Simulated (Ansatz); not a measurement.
# C₅H₁₀O₃: basis-set convergence

How large a basis does C₅H₁₀O₃ need? Two functionals are run in growing sets.

The runs use Ansatz 0.2.0, Gaussian basis; one geometry, several basis sets.

Plan: PBE0-D4/def2-SVP; ωB97M-V/def2-SVP; PBE0-D4/def2-QZVPP; ωB97M-V/def2-QZVPP; the functionals' def2-TZVPP values are taken from earlier runs.

**1. The relaxed structure**

All runs share one geometry, relaxed beforehand with PBE0-D4 in a triple-zeta def2 set.

SMILES `CCCOC(=O)OC`, 18 atoms, charge 0, spin multiplicity 1.

Atoms are counted from 1 here; the program's logs count them from 0.

Bond lengths: C1–C2 1.519 Å, C1–H9 1.091 Å, C1–H10 1.093 Å, C1–H11 1.093 Å, C2–C3 1.507 Å, C2–H12 1.094 Å, C2–H13 1.094 Å, C3–O4 1.431 Å, C3–H14 1.094 Å, C3–H15 1.094 Å, O4–C5 1.327 Å, C5–O6 1.202 Å, C5–O7 1.330 Å, O7–C8 1.423 Å, C8–H16 1.091 Å, C8–H17 1.088 Å, C8–H18 1.091 Å. Angles: C2–C1–H9 111.0°, C2–C1–H10 111.4°, C2–C1–H11 111.4°, H9–C1–H10 107.6°, H9–C1–H11 107.6°, H10–C1–H11 107.6°, C1–C2–C3 111.4°, C1–C2–H12 110.4°, C1–C2–H13 110.4°, C3–C2–H12 109.0°, C3–C2–H13 109.0°, H12–C2–H13 106.7°, C2–C3–O4 107.9°, C2–C3–H14 111.6°, C2–C3–H15 111.6°, O4–C3–H14 109.1°, O4–C3–H15 109.1°, H14–C3–H15 107.5° and more.

**2. PBE0-D4 in def2-SVP**

The input, in.yaml:

```yaml
crystal:
  periodic: [false, false, false]
  atoms:
    - {symbol: C, position_ang: [0.005452, 0.530681, 3.251465]}
    - {symbol: C, position_ang: [0.700439, 0.113748, 1.966771]}
    - {symbol: C, position_ang: [-0.232589, 0.196788, 0.785770]}
    - {symbol: O, position_ang: [0.493520, -0.210517, -0.377768]}
    - {symbol: C, position_ang: [-0.199967, -0.188086, -1.508921]}
    - {symbol: O, position_ang: [-1.350698, 0.136926, -1.628817]}
    - {symbol: O, position_ang: [0.600392, -0.588914, -2.492830]}
    - {symbol: C, position_ang: [-0.011428, -0.615990, -3.776760]}
    - {symbol: H, position_ang: [0.685990, 0.468823, 4.102266]}
    - {symbol: H, position_ang: [-0.853039, -0.111278, 3.466371]}
    - {symbol: H, position_ang: [-0.357870, 1.560122, 3.191855]}
    - {symbol: H, position_ang: [1.075646, -0.910315, 2.052252]}
    - {symbol: H, position_ang: [1.568840, 0.752177, 1.779470]}
    - {symbol: H, position_ang: [-1.101049, -0.456025, 0.911836]}
    - {symbol: H, position_ang: [-0.604629, 1.214472, 0.636969]}
    - {symbol: H, position_ang: [-0.356045, 0.379184, -4.060972]}
    - {symbol: H, position_ang: [0.759896, -0.960102, -4.462079]}
    - {symbol: H, position_ang: [-0.860561, -1.300692, -3.785277]}
basis:
  gaussian: {orbitals: def2-SVP}
hamiltonian: {xc: pbe0, dispersion: d4}
output: {orbitals: {seedname: orbitals}}
```

The runs that follow: ωB97M-V in def2-SVP; PBE0-D4 in def2-QZVPP; ωB97M-V in def2-QZVPP.

Q: Predict the results of all the runs planned. Wanted: PBE0-D4: double and triple zeta above quadruple; ωB97M-V: double and triple zeta above quadruple.

The runs gave:

| quantity | value |
| --- | --- |
| PBE0-D4: double and triple zeta above quadruple | 13.67, 0.62 eV |
| ωB97M-V: double and triple zeta above quadruple | 14.15, 0.60 eV |

What this shows: PBE0-D4 gains 13.04 eV from double to triple zeta, then 0.62 eV more. Total energies overstate the basis error of differences, where much of it tends to cancel. The LUMO of ωB97M-V is positive and keeps falling with the basis (3.44 to 1.87 eV): an unbound level that the basis holds in place.
